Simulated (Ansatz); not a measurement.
# TiSi16: the cost of one run

Method: DFT PBE+D3(BJ), plane waves, PAW, scalar-relativistic, no spin polarisation, in Ansatz 0.2.0.

1 further run of the same task is left out (it didn't finish).

### Step 1. The structure to begin with

The cell holds 17 atoms (Si16Ti): a = 7.679 Å, b = 7.679 Å, c = 7.679 Å, α = 60.00°, β = 60.00°, γ = 60.00°.

Structure file:

```
CELL_PARAMETERS angstrom
0.00000 5.43000 5.43000
5.43000 0.00000 5.43000
5.43000 5.43000 0.00000
ATOMIC_POSITIONS crystal
Si 0.00000 0.00000 0.00000
Si 0.12500 0.12500 0.12500
Si 0.00000 0.00000 0.50000
Si 0.12500 0.12500 0.62500
Si 0.00000 0.50000 0.00000
Si 0.12500 0.62500 0.12500
Si 0.00000 0.50000 0.50000
Si 0.12500 0.62500 0.62500
Si 0.50000 0.00000 0.00000
Si 0.62500 0.12500 0.12500
Si 0.50000 0.00000 0.50000
Si 0.62500 0.12500 0.62500
Si 0.50000 0.50000 0.00000
Si 0.62500 0.62500 0.12500
Si 0.50000 0.50000 0.50000
Si 0.62500 0.62500 0.62500
Ti 0.81555 0.30857 0.30654
```

### Step 2. Relaxing end A

Contents of input.yaml:

```yaml
crystal:
  lattice:
    - [0.0, 5.43, 5.43]
    - [5.43, 0.0, 5.43]
    - [5.43, 5.43, 0.0]
  atoms:
    - { symbol: Si, position: [0.0, 0.0, 0.0] }
    - { symbol: Si, position: [0.125, 0.125, 0.125] }
    - { symbol: Si, position: [0.0, 0.0, 0.5] }
    - { symbol: Si, position: [0.125, 0.125, 0.625] }
    - { symbol: Si, position: [0.0, 0.5, 0.0] }
    - { symbol: Si, position: [0.125, 0.625, 0.125] }
    - { symbol: Si, position: [0.0, 0.5, 0.5] }
    - { symbol: Si, position: [0.125, 0.625, 0.625] }
    - { symbol: Si, position: [0.5, 0.0, 0.0] }
    - { symbol: Si, position: [0.625, 0.125, 0.125] }
    - { symbol: Si, position: [0.5, 0.0, 0.5] }
    - { symbol: Si, position: [0.625, 0.125, 0.625] }
    - { symbol: Si, position: [0.5, 0.5, 0.0] }
    - { symbol: Si, position: [0.625, 0.625, 0.125] }
    - { symbol: Si, position: [0.5, 0.5, 0.5] }
    - { symbol: Si, position: [0.625, 0.625, 0.625] }
    - { symbol: Ti, position: [0.8155497, 0.3085712, 0.306542] }
basis:
  ecutwfc: 420.0
kpoints:
  mp_grid: { grid: [2, 2, 2] }
hamiltonian:
  xc: pbe
  dispersion: d3bj
  pseudopotentials: { kind: paw, azcp: { folder: soft_1 } }
scf:
  occupations: { method: fermi_dirac, width: 0.02 }
  lower_state_search: "off"
relax:
  f_tol: 0.03
  max_steps: 60
  adjacent_minimum: "off"
output:
  write_density: true
  write_potential: true
  elf: true
  volumetric_format: npy
```

Launch:

```console
$ ansatz run input.yaml --threads 1 --pin off --max-ram 3072MiB --backend cpu --events-out ev --progress --plain --runs-dir out
```

Q: Estimate wall time and peak memory on 1 thread of Arm Neoverse V1, shared host.

About 81 s, with a peak of 0.56 GiB.
